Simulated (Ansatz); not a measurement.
# C9H21Al: single points with varied inputs, part 2 of 2

Ansatz 0.2.0, Gaussian basis; the settings change from run to run. Earlier steps stand in the parts before.

**6. revPBE/def2-TZVPP**

Options: charge +1, multiplicity 2, D3(BJ) with three-body dispersion.

The input, in.yaml:

```yaml
crystal:
  periodic: [false, false, false]
  atoms:
    - {symbol: C, position_ang: [0.240687, -2.010310, 1.918981]}
    - {symbol: C, position_ang: [0.916876, -0.733350, 1.406503]}
    - {symbol: C, position_ang: [1.008873, 0.308202, 2.517966]}
    - {symbol: Al, position_ang: [-0.025371, -0.143993, -0.231604]}
    - {symbol: C, position_ang: [-1.597554, 1.056158, -0.136794]}
    - {symbol: C, position_ang: [-2.605718, 0.681492, 0.947568]}
    - {symbol: C, position_ang: [-1.132165, 2.505031, 0.039362]}
    - {symbol: C, position_ang: [0.573332, -0.776323, -2.009226]}
    - {symbol: C, position_ang: [0.684837, 0.385422, -2.999714]}
    - {symbol: C, position_ang: [1.855736, -1.602580, -1.985015]}
    - {symbol: H, position_ang: [0.220705, -2.806904, 1.167195]}
    - {symbol: H, position_ang: [-0.794715, -1.824998, 2.225992]}
    - {symbol: H, position_ang: [0.760655, -2.414231, 2.797266]}
    - {symbol: H, position_ang: [1.938286, -1.002819, 1.104792]}
    - {symbol: H, position_ang: [1.523549, -0.091888, 3.401389]}
    - {symbol: H, position_ang: [0.018464, 0.634046, 2.850786]}
    - {symbol: H, position_ang: [1.553686, 1.203956, 2.205476]}
    - {symbol: H, position_ang: [-2.105063, 0.988520, -1.109224]}
    - {symbol: H, position_ang: [-3.454575, 1.377579, 0.964026]}
    - {symbol: H, position_ang: [-2.156211, 0.709519, 1.945208]}
    - {symbol: H, position_ang: [-3.016342, -0.323160, 0.807433]}
    - {symbol: H, position_ang: [-0.464752, 2.832419, -0.764941]}
    - {symbol: H, position_ang: [-1.981855, 3.200003, 0.052256]}
    - {symbol: H, position_ang: [-0.597391, 2.645552, 0.984892]}
    - {symbol: H, position_ang: [-0.240873, -1.426957, -2.367214]}
    - {symbol: H, position_ang: [0.924007, 0.032119, -4.010716]}
    - {symbol: H, position_ang: [-0.241169, 0.963953, -3.068658]}
    - {symbol: H, position_ang: [1.482285, 1.081718, -2.716336]}
    - {symbol: H, position_ang: [2.706925, -1.011196, -1.631116]}
    - {symbol: H, position_ang: [2.119837, -1.971698, -2.984289]}
    - {symbol: H, position_ang: [1.777317, -2.472487, -1.326550]}
basis:
  gaussian: {orbitals: def2-TZVPP}
total_charge: 1
magnetization: {spin_polarized: true, initial_magnetization: 1}
hamiltonian: {xc: {name: revPBE}, dispersion: d3bjatm}
output: {forces: true}
```

Command:

```bash
> ansatz run in.yaml --threads 4 --pin off --events-out ev --progress --plain --max-ram 41984MiB --backend cuda --devices 0, --max-vram 37GiB
```

The log of the run, shortened:

```text
Functional definition: revPBE
  name "revPBE"
  cite "Zhang & Yang, Phys. Rev. Lett. 80, 890 (1998) doi:10.1103/PhysRevLett.80.890"
  cite "Perdew, Burke & Ernzerhof, Phys. Rev. Lett. 77, 3865 (1996) doi:10.1103/PhysRevLett.77.3865"
[...]
3128 factors; their error is unknown
[...]
mean field -16264.49047144 eV, -597.7090003578 hartree, gradient 5.1e-6 eV, S^2 0.752591; 12 other end points of the search recorded, 0 dependent functions left out
[...]
reference -16264.49055416 eV, -597.7090033976 hartree; 44, 43 occupied and 571, 572 virtual orbitals, 3128 factors
Total energy: -16266.41998160 eV, -597.7799085483 hartree
Atom 0 at     0.240687    -2.010310     1.918981 Å, force    -0.739997    -0.002320    -0.826721 eV/Å
Atom 1 at     0.916876    -0.733350     1.406503 Å, force     1.115210    -0.889758     2.479428 eV/Å
[...]
Atom 21 at    -0.464752     2.832419    -0.764941 Å, force     0.095233     0.094262    -0.148610 eV/Å
Atom 22 at    -1.981855     3.200003     0.052256 Å, force    -0.204268     0.030357    -0.003883 eV/Å
Atom 23 at    -0.597391     2.645552     0.984892 Å, force     0.030707     0.084462     0.205770 eV/Å
Atom 24 at    -0.240873    -1.426957    -2.367214 Å, force    -0.405343    -0.150731     0.308493 eV/Å
Atom 25 at     0.924007     0.032119    -4.010716 Å, force     0.035005    -0.235742    -0.119098 eV/Å
Atom 26 at    -0.241169     0.963953    -3.068658 Å, force    -0.163143     0.101573    -0.084618 eV/Å
Atom 27 at     1.482285     1.081718    -2.716336 Å, force     0.179729     0.109843    -0.030749 eV/Å
Atom 28 at     2.706925    -1.011196    -1.631116 Å, force     0.175177     0.131678    -0.018528 eV/Å
Atom 29 at     2.119837    -1.971698    -2.984289 Å, force    -0.006216    -0.040845    -0.161665 eV/Å
Atom 30 at     1.777317    -2.472487    -1.326550 Å, force    -0.025069    -0.214456     0.063842 eV/Å
Dipole moment:     0.125568    -0.160174     0.216461 e Å
```

Run time: 14 s. Hardware: 1 × H100 (card shared with other runs) with 4 threads of AMD EPYC 7R13, shared host; peak host memory 1.4 GiB.

Largest force 2.861 eV/Å, ⟨S²⟩ 0.753.

**7. HSE06/ANO-RCC-VTZP**

This run has a grid of angular degree 23.

in.yaml, as its differences from that of step 6:

```diff
@@ -35,6 +35,3 @@
 basis:
-  gaussian: {orbitals: def2-TZVPP}
-total_charge: 1
-magnetization: {spin_polarized: true, initial_magnetization: 1}
-hamiltonian: {xc: {name: revPBE}, dispersion: d3bjatm}
-output: {forces: true}
+  gaussian: {orbitals: ANO-RCC-VTZP, final_grid: {core_spheres: 8, valence_spheres: 7, degree: 23}}
+hamiltonian: {xc: {name: HSE06}}
```

The command is unchanged.

The log of the run, shortened:

```text
Functional definition: HSE06
  name "HSE06"
  cite "Heyd, Scuseria & Ernzerhof, J. Chem. Phys. 118, 8207 (2003) doi:10.1063/1.1564060"
  cite "Krukau, Vydrov, Izmaylov & Scuseria, J. Chem. Phys. 125, 224106 (2006) doi:10.1063/1.2404663"
  cite "Heyd & Scuseria, J. Chem. Phys. 120, 7274 (2004) doi:10.1063/1.1668634"
  cite "Ernzerhof & Perdew, J. Chem. Phys. 109, 3313 (1998) doi:10.1063/1.476928"
  cite "Perdew, Burke & Ernzerhof, Phys. Rev. Lett. 77, 3865 (1996) doi:10.1103/PhysRevLett.77.3865"
  parent pbe
[...]
  # The whole range is PBE's own exchange, as in plane waves. The composition of these papers is wPBEh.
[...]
3641 factors; their error is unknown
259 factors; integrals over basis functions are off by at most 5.8e-7 eV
[...]
mean field -16277.04181971 eV, -598.1702538992 hartree, gradient 6.6e-5 eV, S^2 0.000000; 0 other end points of the search recorded, 0 dependent functions left out
reference -16277.04193807 eV, -598.1702582486 hartree; 44, 44 occupied and 554, 554 virtual orbitals, 3641 factors
Total energy: -16277.04193807 eV, -598.1702582486 hartree
Relativity: scalar
```

It took 9 s on 1 × H100 (card shared with other runs) with 4 threads of AMD EPYC 7R13, shared host; peak host memory 1.7 GiB.

**8. r2SCAN50/def2-SVPD**

Options: density fitting with cc-pVTZ-jkfit, D3(BJ) with three-body dispersion, high accuracy.

in.yaml, as its differences from that of step 7:

```diff
@@ -35,3 +35,4 @@
 basis:
-  gaussian: {orbitals: ANO-RCC-VTZP, final_grid: {core_spheres: 8, valence_spheres: 7, degree: 23}}
-hamiltonian: {xc: {name: HSE06}}
+  gaussian: {orbitals: def2-SVPD, fitting: {mean_field: cc-pVTZ-jkfit}}
+hamiltonian: {xc: {name: r2SCAN50}, dispersion: d3bjatm}
+accuracy: high
```

Launched as before.

The log of the run, shortened:

```text
Functional definition: r2SCAN50
  name "r2SCAN50"
  cite "Bursch, Neugebauer, Ehlert & Grimme, J. Chem. Phys. 156, 134105 (2022) doi:10.1063/5.0086040"
  cite "Furness, Kaplan, Ning, Perdew & Sun, J. Phys. Chem. Lett. 11, 8208 (2020) doi:10.1021/acs.jpclett.0c02405"
  cite "Furness, Kaplan, Ning, Perdew & Sun, J. Phys. Chem. Lett. 11, 9248 (2020) doi:10.1021/acs.jpclett.0c03077"
  parent r2scan
[...]
1462 factors; integrals over basis functions are off by at most 1.2e-1 eV
[...]
mean field -16256.34013356 eV, -597.4094809651 hartree, gradient 5.7e-8 eV, S^2 0.000000; 0 other end points of the search recorded, 0 dependent functions left out
reference -16256.34013475 eV, -597.4094810090 hartree; 44, 44 occupied and 328, 328 virtual orbitals, 1462 factors
Total energy: -16256.66424797 eV, -597.4213919502 hartree
```

It took 3.6 s on 1 × H100 (card shared with other runs) with 4 threads of AMD EPYC 7R13, shared host; peak host memory 1.1 GiB.

**9. r2SCAN50/cc-pVDZ**

This run has a grid of angular degree 11, D3(BJ) dispersion.

in.yaml, as its differences from that of step 8:

```diff
@@ -35,4 +35,3 @@
 basis:
-  gaussian: {orbitals: def2-SVPD, fitting: {mean_field: cc-pVTZ-jkfit}}
-hamiltonian: {xc: {name: r2SCAN50}, dispersion: d3bjatm}
-accuracy: high
+  gaussian: {orbitals: cc-pVDZ, final_grid: {core_spheres: 5, valence_spheres: 4, degree: 11}}
+hamiltonian: {xc: {name: r2SCAN50}, dispersion: d3bj}
```

Command:

```bash
> ansatz run in.yaml --threads 4 --pin off --events-out ev --progress --plain --max-ram 41984MiB --backend cpu
```

The log of the run, shortened:

```text
Warning: the engine holds no damping parameters fitted to this dispersion correction and functional, so the run takes those fitted to r2scan50 beside the three-body term, which d3bj leaves out (hamiltonian.dispersion, under Limitations)
Functional definition: r2SCAN50
  name "r2SCAN50"
  cite "Bursch, Neugebauer, Ehlert & Grimme, J. Chem. Phys. 156, 134105 (2022) doi:10.1063/5.0086040"
  cite "Furness, Kaplan, Ning, Perdew & Sun, J. Phys. Chem. Lett. 11, 8208 (2020) doi:10.1021/acs.jpclett.0c02405"
  cite "Furness, Kaplan, Ning, Perdew & Sun, J. Phys. Chem. Lett. 11, 9248 (2020) doi:10.1021/acs.jpclett.0c03077"
  parent r2scan
[...]
3354 factors; their error is unknown
[...]
mean field -16265.19514240 eV, -597.7348965380 hartree, gradient 2.9e-5 eV, S^2 0.000000; 0 other end points of the search recorded, 0 dependent functions left out
reference -16265.19514439 eV, -597.7348966109 hartree; 44, 44 occupied and 205, 205 virtual orbitals, 3354 factors
Total energy: -16265.52495353 eV, -597.7470168735 hartree
```

Run time: 4.4 s. Hardware: 4 threads of AMD EPYC 7R13, shared host; peak memory 1.1 GiB.

**10. wB97M-V/ANO-RCC-VTZP**

This run has relativity set to scalar, high accuracy.

in.yaml, as its differences from that of step 9:

```diff
@@ -35,3 +35,5 @@
 basis:
-  gaussian: {orbitals: cc-pVDZ, final_grid: {core_spheres: 5, valence_spheres: 4, degree: 11}}
-hamiltonian: {xc: {name: r2SCAN50}, dispersion: d3bj}
+  gaussian: {orbitals: ANO-RCC-VTZP}
+hamiltonian: {xc: {name: wB97M-V}, pseudopotentials: {relativity: scalar}}
+accuracy: high
+output: {forces: true}
```

Command:

```bash
> ansatz run in.yaml --threads 4 --pin off --events-out ev --progress --plain --max-ram 41984MiB --backend cuda --devices 0, --max-vram 37GiB
```

The log of the run, shortened:

```text
Functional definition: wB97M-V
  name "wB97M-V"
  cite "Mardirossian & Head-Gordon, J. Chem. Phys. 144, 214110 (2016) doi:10.1063/1.4952647"
  cite "Becke, J. Chem. Phys. 107, 8554 (1997) doi:10.1063/1.475007"
  cite "Vydrov & Van Voorhis, J. Chem. Phys. 133, 244103 (2010) doi:10.1063/1.3521275"
  # Of w^i u^j: cxij and so on, Table III.
[...]
  gx(w, u) = 1 - cx + cx01*u + cx10*w
  gss(w, u) = css00 + css04*u^4 + css10*w + css20*w^2 + css43*w^4*u^3
  gos(w, u) = cos00 + cos10*w + (cos20 + cos21*u)*w^2 + (cos60 + cos61*u)*w^6
[...]
      + integral(e_c_pw_mod_opposite_spin*gos(b97_w_opposite, b97_u_opposite)) + vv10(b, c)
11571 factors; integrals over basis functions are off by at most 3.7e-9 eV
1368 factors; integrals over basis functions are off by at most 1.7e-9 eV
[...]
Atom 21 at    -0.464752     2.832419    -0.764941 Å, force    -0.046560    -0.026505     0.060561 eV/Å
Atom 22 at    -1.981855     3.200003     0.052256 Å, force     0.075863    -0.065391    -0.000093 eV/Å
Atom 23 at    -0.597391     2.645552     0.984892 Å, force    -0.035207    -0.018950    -0.061632 eV/Å
Atom 24 at    -0.240873    -1.426957    -2.367214 Å, force     0.062991     0.044455     0.014526 eV/Å
Atom 25 at     0.924007     0.032119    -4.010716 Å, force    -0.022994     0.029671     0.093117 eV/Å
Atom 26 at    -0.241169     0.963953    -3.068658 Å, force     0.068768    -0.042114     0.008701 eV/Å
Atom 27 at     1.482285     1.081718    -2.716336 Å, force    -0.055776    -0.053088    -0.013619 eV/Å
Atom 28 at     2.706925    -1.011196    -1.631116 Å, force    -0.065002    -0.035115    -0.022797 eV/Å
Atom 29 at     2.119837    -1.971698    -2.984289 Å, force    -0.027180     0.034768     0.088477 eV/Å
Atom 30 at     1.777317    -2.472487    -1.326550 Å, force     0.004450     0.067765    -0.045520 eV/Å
Dipole moment:    -0.010434    -0.026665    -0.031814 e Å
```

Wall time 2.1 min (1 × H100 (card shared with other runs) with 4 threads of AMD EPYC 7R13, shared host); peak host memory 4.3 GiB.

Largest force 0.269 eV/Å, dipole 0.21 D.

**11. The runs in one table**

```csv
level,charge,multiplicity,geometry,functions,energy (eV),time
PBE-QIDH/def2-TZVPP,0,1,relaxed,615,-16258.188,55 s
r2SCAN0/def2-mTZVP,0,1,relaxed,256,-16268.068,12 s
B2GP-PLYP/def2-mTZVP,0,1,shaken,256,-16249.416,27 s
r2SCAN50/ANO-RCC-VTZP,0,1,relaxed,598,-16284.966,15 s
revPBE/def2-TZVPP,1,2,relaxed,615,-16266.420,14 s
HSE06/ANO-RCC-VTZP,0,1,relaxed,598,-16277.042,9 s
r2SCAN50/def2-SVPD,0,1,relaxed,372,-16256.664,3.6 s
r2SCAN50/cc-pVDZ,0,1,relaxed,249,-16265.525,4.4 s
wB97M-V/ANO-RCC-VTZP,0,1,relaxed,598,-16286.541,2.1 min
```

**12. Results**

This closing draws on all 2 parts.

```
                                         quantity                          value
                                             runs                              9
                                         quickest      r2SCAN50/def2-SVPD, 3.6 s
                                          slowest  wB97M-V/ANO-RCC-VTZP, 2.1 min
spread of total energies, same state and geometry                        29.9 eV
                  dipole, same state and geometry                 0.20 to 0.22 D
```

**Reading.** wB97M-V/ANO-RCC-VTZP took 36 times as long as r2SCAN50/def2-SVPD. The jobs differ in tasks and options as well as level. Total energies at one charge and spin differ by 30 eV between levels, so only differences within one level mean anything. Some of these runs are scalar-relativistic and others not, which shifts the totals of all-electron atoms past neon by eV; core potentials, where a basis has them, take the core out of the total altogether. At the PBE0-D4/def2-TZVP geometry and in the same state, runs without warnings or point charges leave forces up to 0.35 eV/Å (r2SCAN50/ANO-RCC-VTZP), against 12.6 eV/Å where the atoms were moved.
